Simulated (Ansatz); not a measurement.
**(110) superlattice of 4 and 2 atomic planes of Si and ZnS, in-plane a of Si, 12 atoms**

Wanted: the effect of changed settings on energy, forces, pressure and convergence.

Method: density functional theory in Ansatz 0.2.0, PAW datasets, plane waves.

1 further run of the same task is left out (it didn't finish).

## Step 1: The starting cell

12 atoms (2 Zn, 8 Si, 2 S); a = 3.842 Å, b = 5.433 Å, c = 11.430 Å, α = 90.00°, β = 90.00°, γ = 90.00°. All atoms were shaken off their sites by about 0.04 Å along each axis.

## Step 2: PBEsol single point

Input file in.yaml:

```yaml
crystal:
  lattice:
    - [2.716395, -2.716395, 0.000000]
    - [0.000000, 0.000000, 5.432790]
    - [-8.082228, -8.082228, 0.000000]
  atoms:
    - { symbol: Zn, position: [0.008051, 0.989293, 0.680710] }
    - { symbol: Zn, position: [0.496074, 0.490566, 0.839686] }
    - { symbol: Si, position: [0.996699, 0.998352, 0.000821] }
    - { symbol: Si, position: [0.009874, 0.255315, 0.508075] }
    - { symbol: Si, position: [0.001451, 0.005056, 0.341475] }
    - { symbol: Si, position: [0.997858, 0.251892, 0.170579] }
    - { symbol: Si, position: [0.513569, 0.482979, 0.502649] }
    - { symbol: Si, position: [0.488661, 0.751505, 0.330269] }
    - { symbol: Si, position: [0.508975, 0.485892, 0.166971] }
    - { symbol: Si, position: [0.498197, 0.739405, 0.992453] }
    - { symbol: S, position: [0.980832, 0.238247, 0.842654] }
    - { symbol: S, position: [0.469870, 0.756141, 0.673165] }
kpoints:
  mp_grid: { grid: [4, 3, 1] }
hamiltonian:
  xc: pbesol
scf:
  occupations: { method: fermi_dirac, width: 0.01 }
output:
  forces: true
  eigenvalues: true
  stress: true
  populations: true
```

The run is started by

```bash
$ ansatz run in.yaml --threads 7 --pin off --max-ram 13300MiB --runs-dir r --events-out ev --progress --plain
```

## Step 3: Variant: xc grid 2, k points one point at (½, ½, ½), cutoff 650 eV

in.yaml: that of step 2 with these lines changed.

```diff
@@ -19,3 +19,4 @@
 kpoints:
-  mp_grid: { grid: [4, 3, 1] }
+  mp_grid: { grid: [1, 1, 1], shift: [0.5, 0.5, 0.5] }
+basis: { ecutwfc: 650, xc_grid: 2 }
 hamiltonian:
@@ -24,2 +25,3 @@
   occupations: { method: fermi_dirac, width: 0.01 }
+  max_iter: 50
 output:
@@ -28,2 +30 @@
   stress: true
-  populations: true
```

## Step 4: Changed settings: smearing width 0.5 eV, charge changed by 2, density cutoff ratio 3

in.yaml: that of step 3 with these lines changed.

```diff
@@ -19,8 +19,9 @@
 kpoints:
-  mp_grid: { grid: [1, 1, 1], shift: [0.5, 0.5, 0.5] }
-basis: { ecutwfc: 650, xc_grid: 2 }
+  mp_grid: { grid: [4, 3, 1] }
+basis: { ecutrho_ratio: 3 }
 hamiltonian:
   xc: pbesol
+total_charge: 2
 scf:
-  occupations: { method: fermi_dirac, width: 0.01 }
+  occupations: { method: fermi_dirac, width: 0.5 }
   max_iter: 50
```

## Step 5: Run again with density threshold 1e-05 eV

in.yaml: that of step 4 with these lines changed.

```diff
@@ -20,9 +20,8 @@
   mp_grid: { grid: [4, 3, 1] }
-basis: { ecutrho_ratio: 3 }
 hamiltonian:
   xc: pbesol
-total_charge: 2
 scf:
-  occupations: { method: fermi_dirac, width: 0.5 }
-  max_iter: 50
+  occupations: { method: fermi_dirac, width: 0.01 }
+  max_iter: 80
+  convergence: { dr2_threshold: 1e-05 }
 output:
```

## Step 6: Changed settings: 1 extra band, density cutoff ratio 8

in.yaml: that of step 5 with these lines changed.

```diff
@@ -20,2 +20,3 @@
   mp_grid: { grid: [4, 3, 1] }
+basis: { ecutrho_ratio: 8 }
 hamiltonian:
@@ -24,4 +25,4 @@
   occupations: { method: fermi_dirac, width: 0.01 }
-  max_iter: 80
-  convergence: { dr2_threshold: 1e-05 }
+  max_iter: 50
+  n_extra_bands: 1
 output:
```

Before running it: what results should come out? Wanted: for each run, settings; status; energy from base; forces from base.

**Answer**, as computed:

| settings | status | cycles | time | energy from base (meV/atom) | forces from base (eV/Å rms) | filled to empty level on the mesh (eV) |
| --- | --- | --- | --- | --- | --- | --- |
| base | converged | 9 | 1.7 s (7 CPU threads) | 0 | 0 | 0.53 |
| xc grid 2, k points one point at (½, ½, ½), cutoff 650 eV | converged | 10 | 0.8 s (7 CPU threads) | -1037.5 | 0.438 | 2.91 |
| smearing width 0.5 eV, charge changed by 2, density cutoff ratio 3 | converged, settings too loose | 14 | 2.6 s (7 CPU threads) | - | 0.321 | - |
| density threshold 1e-05 eV | converged | 6 | 1.2 s (7 CPU threads) | 0.0 | 0.000 | 0.53 |
| 1 extra band, density cutoff ratio 8 | converged | 9 | 1.4 s (7 CPU threads) | 0.0 | 0.000 | 0.53 |

Among these variants the forces move most with xc grid 2, k points one point at (½, ½, ½), cutoff 650 eV (0.438 eV/Å rms).
